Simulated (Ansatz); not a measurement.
# C2H9BSSi: basis-set convergence

Aim: see how fast density functionals converge with the basis set for C2H9BSSi.

The runs use Ansatz 0.2.0, Gaussian basis; one geometry, several basis sets.

Levels to be run: PBE0-D4/def2-SVP; ωB97M-V/def2-SVP; PBE0-D4/def2-QZVPP; ωB97M-V/def2-QZVPP; the functionals' def2-TZVPP values are taken from earlier runs.

**1. The geometry**

All runs share one geometry, relaxed beforehand with PBE0-D4 in a triple-zeta def2 set.

SMILES `CB[SiH2]SC`, 14 atoms, charge 0, spin multiplicity 1.

Atoms are counted from 1 here; the program's logs count them from 0.

Bond lengths: C1–B2 1.548 Å, C1–H6 1.106 Å, C1–H7 1.091 Å, C1–H8 1.092 Å, B2–Si3 2.016 Å, B2–H9 1.201 Å, Si3–S4 2.134 Å, Si3–H10 1.495 Å, Si3–H11 1.495 Å, S4–C5 1.815 Å, C5–H12 1.090 Å, C5–H13 1.090 Å, C5–H14 1.090 Å. Angles: B2–C1–H6 102.9°, B2–C1–H7 116.0°, B2–C1–H8 114.7°, H6–C1–H7 106.0°, H6–C1–H8 105.4°, H7–C1–H8 110.5°, C1–B2–Si3 124.2°, C1–B2–H9 119.1°, Si3–B2–H9 116.6°, B2–Si3–S4 109.6°, B2–Si3–H10 110.6°, B2–Si3–H11 111.2°, S4–Si3–H10 109.8°, S4–Si3–H11 109.8°, H10–Si3–H11 105.8°, Si3–S4–C5 100.5°, S4–C5–H12 110.9°, S4–C5–H13 110.9° and more.

**2. PBE0-D4 in def2-SVP**

in.yaml

```yaml
crystal:
  periodic: [false, false, false]
  atoms:
    - {symbol: C, position_ang: [-1.931709, 1.265123, 1.277392]}
    - {symbol: B, position_ang: [-0.418140, 1.544282, 1.112124]}
    - {symbol: Si, position_ang: [0.840667, 0.373265, 0.058594]}
    - {symbol: S, position_ang: [-0.249493, -1.227606, -0.836947]}
    - {symbol: C, position_ang: [1.087360, -2.090116, -1.709664]}
    - {symbol: H, position_ang: [-1.974475, 0.682933, 2.216355]}
    - {symbol: H, position_ang: [-2.389128, 0.635308, 0.512680]}
    - {symbol: H, position_ang: [-2.541943, 2.153005, 1.457792]}
    - {symbol: H, position_ang: [0.071426, 2.476428, 1.690798]}
    - {symbol: H, position_ang: [1.534435, 1.167961, -1.001375]}
    - {symbol: H, position_ang: [1.924238, -0.177299, 0.929482]}
    - {symbol: H, position_ang: [1.841462, -2.449485, -1.009376]}
    - {symbol: H, position_ang: [1.551746, -1.439056, -2.450497]}
    - {symbol: H, position_ang: [0.640553, -2.944043, -2.218458]}
basis:
  gaussian: {orbitals: def2-SVP}
hamiltonian: {xc: pbe0, dispersion: d4}
output: {orbitals: {seedname: orbitals}}
```

The run is started by

```sh
$ ansatz run in.yaml --threads 4 --pin off --events-out ev --progress --plain --max-ram 10444MiB
```

After this run come: ωB97M-V in def2-SVP; PBE0-D4 in def2-QZVPP; ωB97M-V in def2-QZVPP.

**Question.** What will the summary of the whole plan be? Wanted: PBE0-D4: double and triple zeta above quadruple; ωB97M-V: double and triple zeta above quadruple.

The runs gave:

```
                                       quantity           value
PBE0-D4: double and triple zeta above quadruple  10.48, 0.77 eV
ωB97M-V: double and triple zeta above quadruple  10.68, 0.73 eV
```

In words: For PBE0-D4 the step from double to triple zeta gains 9.71 eV and the next only 0.77 eV. Total energies overstate the basis error of differences, where much of it tends to cancel.
